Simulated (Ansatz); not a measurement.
A nudged elastic band was laid between two geometries of a periodic cell of 21 atoms, H2C18O (surface graphene monolayer, adsorbate H2O).

All numbers below come from DFT PBEsol, scalar-relativistic, plane waves, PAW in Ansatz. Settings: cutoff 420 eV, k mesh 2x2x1, gaussian smearing 0.05 eV, no spin polarisation.

```json
{"movable images": "5", "climbing image": "yes", "spring": "5.0 eV/Å²", "optimiser": "fire", "start path": "IDPP", "force threshold": "0.03 eV/Å", "iteration limit": "80", "end points": "relaxed"}
```

Image 0:

```xyz
21
Lattice="7.3980 0.0000 0.0000 -3.6990 6.4069 0.0000 0.0000 0.0000 12.0000" Properties=species:S:1:pos:R:3
C -0.009 -0.024 0.756
C 1.238 0.697 0.756
C -1.233 2.124 0.755
C -0.009 2.830 0.755
C -2.460 4.245 0.755
C -1.233 4.953 0.756
C 2.466 -0.013 0.757
C 3.691 0.695 0.756
C 1.239 2.110 0.755
C 2.466 2.819 0.754
C -0.009 4.247 0.755
C 1.239 4.967 0.755
C 4.939 -0.027 0.755
C 6.165 0.683 0.755
C 3.690 2.113 0.754
C 4.938 2.832 0.754
C 2.466 4.260 0.755
C 3.690 4.966 0.755
O 3.361 0.705 4.119
H 3.155 0.654 3.169
H 2.502 0.878 4.538
```

Image 6:

```xyz
21
Lattice="7.3980 0.0000 0.0000 -3.6990 6.4069 0.0000 0.0000 0.0000 12.0000" Properties=species:S:1:pos:R:3
C 0.007 -0.027 0.755
C 1.233 0.683 0.755
C -1.242 2.113 0.754
C 0.006 2.832 0.754
C -2.466 4.260 0.755
C -1.242 4.966 0.755
C 2.457 -0.024 0.756
C 3.704 0.697 0.756
C 1.233 2.124 0.755
C 2.457 2.830 0.755
C 0.006 4.245 0.755
C 1.233 4.953 0.756
C 4.932 -0.013 0.757
C 6.157 0.695 0.756
C 3.705 2.110 0.755
C 4.932 2.819 0.754
C 2.457 4.247 0.755
C 3.705 4.967 0.755
O 5.827 0.705 4.119
H 5.621 0.654 3.169
H 4.968 0.878 4.538
```

Task: What changes between the two ends?

Result: The atom that moves furthest is H21, by 2.47 Å.

Task: Give the energies along the band, and the barrier.

Result: The run converged. The highest image is number 1 of 0 to 6, 0.001 eV above the ends, which have the same energy within 2 meV. The top lies less than 8 meV above the higher end, about what the thresholds resolve: that end is a shoulder or a very shallow well. By the program's own check the climbing image is of a kind that is not told: the force calls were inconclusive, a negative curvature could not be distinguished from the path's own, the only one lies far off the path, or fixed occupations may fill a level only in part (lowest curvatures found: -0.06 and 0.05 eV/Å²). Limits of this set-up: slab without dipole correction, no dispersion correction for a molecule that may bind weakly.

| image | path coordinate (Å) | energy (eV) |
| --- | --- | --- |
| 0 | 0.00 | 0.000 |
| 1 | 0.84 | 0.001 |
| 2 | 1.50 | 0.000 |
| 3 | 2.16 | -0.002 |
| 4 | 2.83 | -0.002 |
| 5 | 3.49 | -0.002 |
| 6 | 4.15 | 0.000 |

Task: What is the geometry of the highest image?

Result: 
```xyz
21
Lattice="7.3980 0.0000 0.0000 -3.6990 6.4069 0.0000 0.0000 0.0000 12.0000" Properties=species:S:1:pos:R:3
C -0.024 -0.028 0.751
C 1.223 0.693 0.752
C -1.246 2.119 0.751
C -0.024 2.825 0.751
C -2.476 4.240 0.751
C -1.246 4.949 0.752
C 2.452 -0.018 0.753
C 3.676 0.689 0.753
C 1.223 2.105 0.751
C 2.453 2.815 0.751
C -0.024 4.244 0.751
C 1.224 4.964 0.750
C 4.924 -0.032 0.750
C 6.152 0.679 0.751
C 3.676 2.110 0.752
C 4.923 2.829 0.751
C 2.453 4.255 0.751
C 3.675 4.960 0.752
O 3.864 0.678 4.109
H 3.584 0.731 3.177
H 3.065 0.909 4.609
```

The run took 13 min on 1 thread of AMD EPYC 9B14 (Zen 4) (shared host), peak memory 1.2 GiB.
